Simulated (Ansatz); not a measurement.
Task: a phonon calculation by linear response of SiC, space group P6_3mc, with the Python package of Ansatz (0.2.0). Give the script and its output. Settings: PBE, PAW, cutoff 420 eV, 6×6×4 k-points, fixed occupations.

Input file `sic.extxyz`:
```text
4
Lattice="3.076 0.0 0.0 -1.538 2.66389414 0.0 0.0 0.0 5.048" Properties=species:S:1:pos:R:3 pbc="T T T"
Si   -0.00000000    1.77592943    0.00000000
Si    1.53800000    0.88796471    2.52400000
C    -0.00000000    1.77592943    1.94348000
C     1.53800000    0.88796471    4.46748000
```

`sic_dfpt.py`
```python
from pathlib import Path

import ansatz as az
import numpy as np

system = az.Crystal.from_extxyz("sic.extxyz")

calculation = (
    system.calculation()
    .pseudopotentials("paw")
    .occupations(az.OccupationsMethod.FIXED)
    .basis(420)
    .functional("pbe")
    .kpoints(6, 6, 4)
    .phonons("dfpt", dielectric=True, lo_to_directions=[(0, 0, 1)])
)
outcome = calculation.run(runs_dir="runs")
ph = outcome.phonons

print("Gamma modes (1/cm):", " ".join(f"{w:.1f}" for w in ph.gamma_omega_inv_cm))
print("in meV:", " ".join(f"{w * 0.1239842:.2f}" for w in ph.gamma_omega_inv_cm))
field = outcome.phonons_dielectric
print("eps_inf diagonal:", np.round(np.diag(field.eps_inf), 3))
for site, z in zip(outcome.lattice.sites, field.zstar_e):
    print(f"Born charge {site.symbol:2s}", np.round(np.diag(z), 3) + 0.0)
rows = (Path(outcome.output_folder) / "results" / "optical_modes.tsv").read_text().splitlines()
for line in rows:
    if not line.startswith("#"):
        print("  ".join(f"{float(v):.3f}" for v in line.split()[:8]))
```

Output of `python sic_dfpt.py`:
```text
DeckWarning: phonons.dielectric: true without phonons.rigid_motions: the static dielectric tensor ε⁰ will be withheld (ε∞, Z* and the rows of modes are given); for a crystal or a slab, whose only [...]
RunWarning: field response: ε∞ stands inside a basis, on 10×10×6 points; the force constants stand on the 6×6×4 k-mesh, whose period is 11.05 times the interband length at k = (0.0000, -0.5000, [...]
Gamma modes (1/cm): 0.0 0.0 0.0 260.1 260.1 556.6 684.0 786.3 796.2 796.2 828.5 828.5
in meV: 0.00 0.00 0.00 32.25 32.25 69.02 84.81 97.49 98.72 98.72 102.72 102.72
eps_inf diagonal: [6.863 6.863 7.445]
Born charge Si [2.682 2.682 2.925]
Born charge Si [2.682 2.682 2.925]
Born charge C  [-2.682 -2.682 -2.925]
Born charge C  [-2.682 -2.682 -2.925]
0.000  0.000  0.000  260.074  2.000  0.000  0.000  0.000
0.000  0.000  0.000  556.649  1.000  0.000  0.000  -0.000
0.000  0.000  0.000  684.047  1.000  46.933  0.000  -0.000
0.000  0.000  0.000  786.271  1.000  0.000  0.000  -0.000
0.000  0.000  0.000  796.210  2.000  0.000  0.000  0.000
0.000  0.000  0.000  828.498  2.000  78.900  1.710  -0.000
0.000  0.000  1.000  260.074  2.000  0.000  0.000  0.000
0.000  0.000  1.000  556.649  1.000  0.000  0.000  0.000
0.000  0.000  1.000  786.271  1.000  0.000  0.000  0.000
0.000  0.000  1.000  796.210  2.000  0.000  0.000  -0.000
0.000  0.000  1.000  828.498  2.000  78.900  1.710  -0.000
0.000  0.000  1.000  890.495  1.000  46.933  0.000  0.000
```
(Warnings from the package without file and line, shortened.)

The cell isn't relaxed first, so the values belong to this volume. The mesh doesn't settle the field response to the digits printed. The starting cell is as deposited in a crystallographic database; the results hold for this polymorph, which needn't be the stable one. The structure is taken as given; imaginary modes can come from an unrelaxed or unstable start. Finished in 43 s on 1 thread of Arm Neoverse V2, on a shared host, peak memory 0.59 GiB.
